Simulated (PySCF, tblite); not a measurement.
**C4H4F3O radical: geometry, infrared bands and EPR parameters**

Aim: predict the infrared bands and EPR parameters of C4H4F3O radical (`F[CH][C@H](F)O/C=C\F`).

The runs use tblite 0.8.0 and PySCF 2.14.0, with density-fitted response routines of our own; the level of theory stands in each step. All values are computed, except where a source is named. Atoms are numbered from 0 throughout.

**1. Starting geometry**

12 atoms, charge 0, multiplicity 2; geometry from: force field or distance geometry start.

Bonds of the start (Å): F0–C1 1.36, C1–C2 1.52, C2–F3 1.39, C2–O4 1.39, O4–C5 1.39, C5–C6 1.31, C6–F7 1.35, C1–H8 1.10, C2–H9 1.10, C5–H10 1.10, C6–H11 1.09.

**2. Optimising the geometry with GFN2-xTB**

What the job is given:

```
{"job": {"kind": "relax", "xc": "GFN2-xTB", "basis": "xTB"}, "charge": 0, "multiplicity": 2}
F     -2.925100     0.844100    -0.942200
C     -2.342400     0.225700     0.114900
C     -0.903300    -0.208500    -0.131600
F     -0.933000    -1.596800    -0.087300
O      0.017900     0.287700     0.784100
C      1.382500     0.051000     0.764500
C      2.100500    -0.126100    -0.322400
F      1.599200    -0.103000    -1.573300
H     -2.400100     0.834700     1.029500
H     -0.665200     0.093300    -1.159600
H      1.898800     0.012000     1.737000
H      3.171500    -0.314700    -0.239600
```

On the command line:

```bash
OMP_NUM_THREADS=1 python probes_run.py task.json out
```

One launch serves the whole session: the jobs run in the order shown.

The log of the run:

```text
step      E/eV     max force
  0    -781.81813    2.184
  1    -781.94775    1.500
  2    -782.08819    1.025
  3    -782.15114    0.832
  4    -782.18916    0.389
  5    -782.20650    0.305
  6    -782.21620    0.286
  7    -782.22360    0.179
  8    -782.22638    0.162
  9    -782.22895    0.133
 10    -782.23143    0.162
 11    -782.23429    0.137
 12    -782.23680    0.123
 13    -782.23867    0.109
 14    -782.24012    0.108
 15    -782.24143    0.093
 16    -782.24268    0.090
 17    -782.24393    0.100
 18    -782.24528    0.121
 19    -782.24693    0.128
 20    -782.24881    0.121
 21    -782.25043    0.093
 22    -782.25150    0.092
 23    -782.25206    0.153
 24    -782.25270    0.099
 25    -782.25334    0.078
 26    -782.25419    0.047
 27    -782.25434    0.041
 28    -782.25468    0.043
 29    -782.25492    0.051
 30    -782.25524    0.051
 31    -782.25552    0.046
 32    -782.25591    0.049
 33    -782.25646    0.067
 34    -782.25725    0.079
 35    -782.25821    0.076
 36    -782.25923    0.078
 37    -782.26019    0.101
 38    -782.26112    0.100
 39    -782.26188    0.191
 40    -782.26298    0.097
 41    -782.26386    0.113
 42    -782.26485    0.113
 43    -782.26577    0.097
 44    -782.26750    0.080
 45    -782.26890    0.136
 46    -782.26687    0.326
 47    -782.27065    0.077
 48    -782.27123    0.085
 49    -782.27233    0.114
 50    -782.27284    0.071
 51    -782.27343    0.047
 52    -782.27360    0.047
 53    -782.27393    0.042
 54    -782.27410    0.039
 55    -782.27424    0.030
 56    -782.27432    0.030
 57    -782.27439    0.021
 58    -782.27448    0.028
 59    -782.27464    0.034
 60    -782.27475    0.034
 61    -782.27489    0.042
 62    -782.27502    0.031
 63    -782.27513    0.027
 64    -782.27519    0.014
 65    -782.27522    0.015
 66    -782.27525    0.018
 67    -782.27528    0.022
 68    -782.27532    0.019
 69    -782.27534    0.011
 70    -782.27535    0.009
```

Run time: 0.26 s. Hardware: 1 thread of Arm Neoverse V2, shared host.

Step by step: (not every step is listed)

| step | energy from step 0 (eV) | largest force (eV/Å) |
| --- | --- | --- |
| 0 | 0.0000 | 2.1841 |
| 1 | -0.1296 | 1.5002 |
| 2 | -0.2701 | 1.0246 |
| 3 | -0.3330 | 0.8320 |
| 4 | -0.3710 | 0.3890 |
| 5 | -0.3884 | 0.3049 |
| 6 | -0.3981 | 0.2857 |
| 7 | -0.4055 | 0.1792 |
| 8 | -0.4082 | 0.1617 |
| 13 | -0.4205 | 0.1089 |
| 18 | -0.4271 | 0.1207 |
| 23 | -0.4339 | 0.1526 |
| 28 | -0.4366 | 0.0432 |
| 33 | -0.4383 | 0.0670 |
| 38 | -0.4430 | 0.0995 |
| 43 | -0.4476 | 0.0970 |
| 48 | -0.4531 | 0.0849 |
| 53 | -0.4558 | 0.0424 |
| 58 | -0.4564 | 0.0283 |
| 63 | -0.4570 | 0.0274 |
| 65 | -0.4571 | 0.0153 |
| 66 | -0.4571 | 0.0185 |
| 67 | -0.4571 | 0.0218 |
| 68 | -0.4572 | 0.0187 |
| 69 | -0.4572 | 0.0114 |
| 70 | -0.4572 | 0.0092 |

Close pairs (by a distance rule), those that changed most:

| bond | before (Å) | after (Å) | change (Å) |
| --- | --- | --- | --- |
| C1–C2 | 1.523 | 1.474 | -0.049 |
| C1–H8 | 1.100 | 1.073 | -0.027 |
| F0–C1 | 1.356 | 1.331 | -0.025 |
| C5–H10 | 1.102 | 1.080 | -0.022 |
| O4–C5 | 1.385 | 1.364 | -0.021 |
| C6–H11 | 1.091 | 1.078 | -0.013 |
| C2–F3 | 1.389 | 1.400 | +0.010 |
| C5–C6 | 1.315 | 1.324 | +0.010 |

The final coordinates are the input of the step that follows.

**3. Harmonic vibrations with GFN2-xTB**

What the job is given:

```
{"job": {"kind": "ir", "xc": "GFN2-xTB", "basis": "xTB"}, "charge": 0, "multiplicity": 2}
F     -2.874211     1.074974    -0.793601
C     -2.199587     0.429122     0.155341
C     -0.848590    -0.068658    -0.161101
F     -0.857817    -1.467270    -0.218106
O      0.011785     0.301400     0.865438
C      1.355759     0.122433     0.718323
C      2.081902    -0.267739    -0.317959
F      1.597890    -0.583185    -1.533631
H     -2.750697     0.189917     1.044519
H     -0.528199     0.269319    -1.156619
H      1.858818     0.363025     1.642668
H      3.154146    -0.364024    -0.271299
```

The log of the run:

```text
mode    cm-1     km/mol
  1      38.4      2.51
  2      54.4      0.29
  3      99.0     17.95
  4     123.1      0.04
  5     190.6     22.47
  6     261.2     15.93
  7     349.2     12.78
  8     391.6      6.66
  9     442.4     11.91
 10     459.1      2.42
 11     563.6      9.68
 12     758.6      4.25
 13     775.7     35.93
 14     831.6     18.14
 15     846.6    156.35
 16     965.4      7.15
 17    1026.3    142.37
 18    1090.3     31.93
 19    1102.7    203.03
 20    1141.5     36.08
 21    1230.7     51.30
 22    1236.8     34.24
 23    1246.4      5.44
 24    1285.1     68.07
 25    1365.6     37.86
 26    1734.4     67.47
 27    2915.1     14.18
 28    3095.3      1.64
 29    3112.5      8.84
 30    3151.7      3.19
```

Wall time 0.22 s (1 thread of Arm Neoverse V2, shared host).

The strongest bands and the atoms that carry them (share of the mass-weighted mode):

| cm⁻¹ | km/mol | atoms |
| --- | --- | --- |
| 847 | 156.3 | C2 52 %, F3 22 %, H10 13 % |
| 1026 | 142.4 | C2 25 %, F7 18 %, H10 17 %, C6 17 % |
| 1103 | 203.0 | O4 36 %, C5 15 %, H11 15 %, C6 13 % |
| 1142 | 36.1 | H8 78 %, F0 13 % |
| 1231 | 51.3 | H9 57 %, H11 14 %, H10 12 % |
| 1285 | 68.1 | H10 43 %, H11 26 %, C6 15 %, C5 11 % |
| 1366 | 37.9 | C1 43 %, H9 24 %, C2 17 % |
| 1734 | 67.5 | C5 50 %, C6 45 % |

**4. EPR parameters: B3LYP/pcH-1**

Same as in step 3 but for these lines:

```diff
@@ -1,2 +1,2 @@
-{"job": {"kind": "ir", "xc": "GFN2-xTB", "basis": "xTB"}, "charge": 0, "multiplicity": 2}
+{"job": {"kind": "epr", "basis": "pcH-1"}, "charge": 0, "multiplicity": 2}
 F     -2.874211     1.074974    -0.793601
```

With the program's defaults for keys left out, this is: UKS B3LYP, pcH-1 on C F H O, non-relativistic, mean-field spin-orbit, GIAO.

The log of the run:

```text
UKS, coarse grid
  cycle   1  E = -529.36390703  |g| = 6.42e-01
  cycle   2  E = -529.16693131  |g| = 1.04e+00
  cycle   3  E = -529.49034854  |g| = 6.57e-02
  cycle   4  E = -529.49153283  |g| = 3.69e-02
  cycle   5  E = -529.49203892  |g| = 1.55e-02
  cycle   6  E = -529.49213796  |g| = 5.37e-03
  cycle   7  E = -529.49214837  |g| = 1.56e-03
  cycle   8  E = -529.49214992  |g| = 8.64e-04
UKS, final grid
  cycle   1  E = -529.49216482  |g| = 1.23e-03
  cycle   2  E = -529.49216404  |g| = 1.99e-03
  cycle   3  E = -529.49216535  |g| = 1.34e-04
  cycle   4  E = -529.49216535  |g| = 3.41e-05
  cycle   5  E = -529.49216535  |g| = 3.06e-05
  cycle   6  E = -529.49216535  |g| = 8.64e-06
E = -529.49216535 Eh   <S^2> = 0.7536 (exact 0.7500)
g shifts (ppm)      1          2          3
  rmc          -228       -228       -228
  gc             19         53         51
  oz_so        -160       1585       2899
  total        -369       1411       2722
hyperfine (MHz)  atom isotope    a_iso     a_fc   dipolar eigenvalues
    0   19F     163.51     163.51   -304.48   -262.84    567.32
    1   13C     106.36     106.36    -86.70    -83.97    170.67
    2   13C     -30.75     -30.75     -2.93      0.25      2.68
    3   19F     196.39     196.39    -95.69    -88.72    184.41
    4   17O     -41.90     -41.90     -7.74      3.55      4.19
    5   13C       4.28       4.28     -1.34     -0.83      2.17
    6   13C       0.15       0.15     -0.66      0.05      0.61
    7   19F       1.17       1.17     -3.67     -0.69      4.37
    8    1H     -68.14     -68.14    -38.79     -2.58     41.37
    9    1H      -0.28      -0.28     -6.70     -4.13     10.83
   10    1H       1.38       1.38     -1.28     -0.86      2.14
   11    1H       0.22       0.22     -0.69     -0.51      1.20
```

Run time: 42 s. Hardware: 1 thread of Arm Neoverse V2, shared host; peak memory 0.86 GiB.

Principal g values 2.00195, 2.00373, 2.00504; g(iso) = 2.00357, against 2.00232 for a free electron.

Hyperfine couplings, nucleus by nucleus at this fixed geometry (no averaging over rotations):

| nuclei | isotope | a(iso) (MHz) | a(iso) (G, at g = 2.0023) | largest dipolar term (MHz) |
| --- | --- | --- | --- | --- |
| F3 | 19F | 196.4 | 70.1 | 184.4 |
| F0 | 19F | 163.5 | 58.3 | 567.3 |
| C1 | 13C | 106.4 | 38.0 | 170.7 |
| H8 | 1H | -68.1 | -24.3 | 41.4 |
| O4 | 17O | -41.9 | -15.0 | -7.7 |
| C2 | 13C | -30.7 | -11.0 | -2.9 |
| C5 | 13C | 4.3 | 1.5 | 2.2 |
| H10 | 1H | 1.4 | 0.5 | 2.1 |
| F7 | 19F | 1.2 | 0.4 | 4.4 |
| H9 | 1H | -0.3 | -0.1 | 10.8 |
| H11 | 1H | 0.2 | 0.1 | 1.2 |
| C6 | 13C | 0.1 | 0.1 | -0.7 |

Mulliken spin populations:

| atom | value (e) |
| --- | --- |
| F0 | 0.08 |
| C1 | 0.94 |
| C2 | -0.04 |
| F3 | 0.03 |
| O4 | 0.02 |
| C5 | 0.00 |
| C6 | 0.00 |
| F7 | 0.00 |
| H8 | -0.04 |
| H9 | 0.00 |
| H10 | 0.00 |
| H11 | 0.00 |

In first order the couplings over 0.8 MHz of 19F, 1H give 32 distinct lines over 153.7 G.

Orbitals, density, ELF and potential are computed afterwards from the orbital file.

ELF in a plane through or near 8 of the atoms.

Ten even steps from '0' (0.00) to '9' (1.00):
```
0000000000000000000000000000
0000000000000000000000000000
0000000000000000000000000000
0000000036500000000000000000
0000000499930010000000000000
0000001799950475101465100000
0000000299962798104899600000
0000000037427447117999600000
0000574215418546265787100000
0004999846854575593543000000
0005999934630151294354310000
0004999942410288653456530000
0000663237761299820256520000
0000000167484089810133200000
0000000378873037400000000000
0000000134420000000000000000
0000000000000000000000000000
0000000000000000000000000000
0000000000000000000000000000
0000000000000000000000000000
```
The map spans 11.6 Å across and 8.7 Å up, centred on the molecule. Atoms in the plane (x, y in Å): C1 (2.2, 0.2), C2 (0.8, -0.2), O4 (0.0, 0.9), C5 (-1.3, 0.8), C6 (-2.1, -0.3), F7 (-1.7, -1.6), H10 (-1.8, 1.7), H11 (-3.2, -0.2).

On the surface of density 0.002 e/bohr³ the electrostatic potential runs, from the 1st to the 99th percentile, from -1.03 V near F3 to 1.39 V near H11.

The spin density lies nearest to C1 65 %; F0 13 %; H8 9 %.

**5. Results**

```
                                 quantity                  value
strongest single infrared mode (GFN2-xTB)  1103 cm⁻¹, 203 km/mol
             zero-point energy (GFN2-xTB)          45.6 kcal/mol
                           g(iso) (B3LYP)                2.00357
                                     ⟨S²⟩     0.754 (exact 0.75)
                           largest a(iso)   19F on F3, 196.4 MHz
    surface potential, 1st and 99th percentile     -1.03 V and 1.39 V
```

Relaxing lowered the energy by 0.457 eV in 70 steps; the close pair that moved most is C1–C2, from 1.523 to 1.474 Å. All 30 modes are real, so the xTB geometry is a minimum. The strongest single mode, at 1103 cm⁻¹, has its largest shares on O4, C5, H11 and C6 (the list is cut at 4 atoms). Unscaled tight-binding wavenumbers are off by several per cent, some by more. Its intensities can rank the bands wrongly. Most of the unpaired spin sits on C1 (0.94 e). The isotropic g lies 1.3 ppt above the free-electron value.
